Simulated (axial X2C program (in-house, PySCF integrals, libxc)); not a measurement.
# NTeO⁺: bond lengths and stretches, held linear

How do method and spin–orbit coupling move the bonds and stretches of NTeO⁺, held linear?

Program: an in-house X2C program for linear molecules on PySCF integrals. Level of theory: all-electron X2C, two-component (2c) or spin-free, N dyall-av3z, Te dyall-v3z, O dyall-av3z. These are calculated values, not measurements.

All values are calculated.

2 further runs of the same task are left out: 2 set aside as unsound or not needed.

### 1 The job

The input, task.json:

```json
{"zs": [7, 52, 8], "q": 1, "bas": ["dyall-av3z", "dyall-v3z", "dyall-av3z"], "r0": [1.88, 1.85], "symm": 0, "scan": ["PBE0", "HF", "TPSSh"], "levels": ["PBE0", "HF", "LDA"], "nst": 2}
```

Keys: zs atomic numbers; q charge; bas basis sets; r0 starting distance in Å; symm equal bonds; scan levels of the two-bond scan; levels methods; nst determinants followed.

The run is started by

```
python solin.py task.json out
```

Masses N 14.003, Te 129.906, O 15.995 u.

### 2 Scan at PBE0, 2c

State: Ω = 0 (all partner blocks equally filled). Energies above the lowest point, from the job's result record:

```
r(N–Te) (Å)  r(Te–O) (Å)  E (meV)
     1.7423       1.7326    84.89
     1.7423       1.7770    43.46
     1.7423       1.8214    81.97
     1.7870       1.7326    40.82
     1.7870       1.7770     0.00
     1.7870       1.8214    39.36
     1.7870       1.8659   139.39
     1.8317       1.7326    79.25
     1.8317       1.7770    39.32
     1.8317       1.8214    79.84
     1.8763       1.7770   142.09
     1.8763       1.8659   287.17
```

A quadratic surface with cubic terms in each bond gives the minimum at 1.786 and 1.776 Å, force constants 6.68, 6.59 and coupling 0.09 mdyn/Å.

### 3 Scan at TPSSh, 2c

State: Ω = 0 (all partner blocks equally filled). Energies above the lowest point, from the job's result record:

```
r(N–Te) (Å)  r(Te–O) (Å)  E (meV)
     1.7423       1.7326   140.24
     1.7423       1.7770    71.55
     1.7423       1.8214    85.51
     1.7870       1.7326    68.65
     1.7870       1.7770     0.00
     1.7870       1.8214    14.20
     1.7870       1.8659    92.06
     1.8317       1.7326    80.70
     1.8317       1.7770    12.30
     1.8317       1.8214    26.97
     1.8763       1.7770    89.43
     1.8763       1.8659   184.13
```

A quadratic surface with cubic terms in each bond gives the minimum at 1.802 and 1.790 Å, force constants 6.24, 6.28 and coupling 0.04 mdyn/Å.

### 4 Scan at PBE0, spin-free

State: M_S = 0, Λ = 0 (closed shell). Energies above the lowest point, from the job's result record:

```
r(N–Te) (Å)  r(Te–O) (Å)  E (meV)
     1.7423       1.7326    80.32
     1.7423       1.7770    40.80
     1.7423       1.8214    81.20
     1.7870       1.7326    38.76
     1.7870       1.7770     0.00
     1.7870       1.8214    41.42
     1.7870       1.8659   143.55
     1.8317       1.7326    79.91
     1.8317       1.7770    42.21
     1.8317       1.8214    84.99
     1.8763       1.7770   148.12
     1.8763       1.8659   298.26
```

A quadratic surface with cubic terms in each bond gives the minimum at 1.785 and 1.774 Å, force constants 6.75, 6.63 and coupling 0.11 mdyn/Å.

### 5 Comparison

| level | r(N–Te) (Å) | r(Te–O) (Å) | lower stretch (cm⁻¹) | upper stretch (cm⁻¹) |
| --- | --- | --- | --- | --- |
| PBE0, 2c | 1.786 | 1.776 | 863.9 | 965.7 |
| TPSSh, 2c | 1.802 | 1.790 | 838.6 | 939.1 |
| PBE0, spin-free | 1.785 | 1.774 | 867.7 | 969.4 |
| TPSSh, spin-free | 1.800 | 1.789 | 841.3 | 941.8 |

Scans not shown above were run alike.

In words: Over the levels the N–Te bond spans 1.785 to 1.802 Å and the Te–O bond 1.774 to 1.790 Å. At PBE0 going from spin-free to two-component moves the bonds by +0.001 and +0.001 Å. Each state is one determinant, the lowest of a limited PBE0 search; the stretches come from a fit to few points and are good to some per cent at best. The molecule was held linear; bending was not examined, so a bent shape may lie lower.
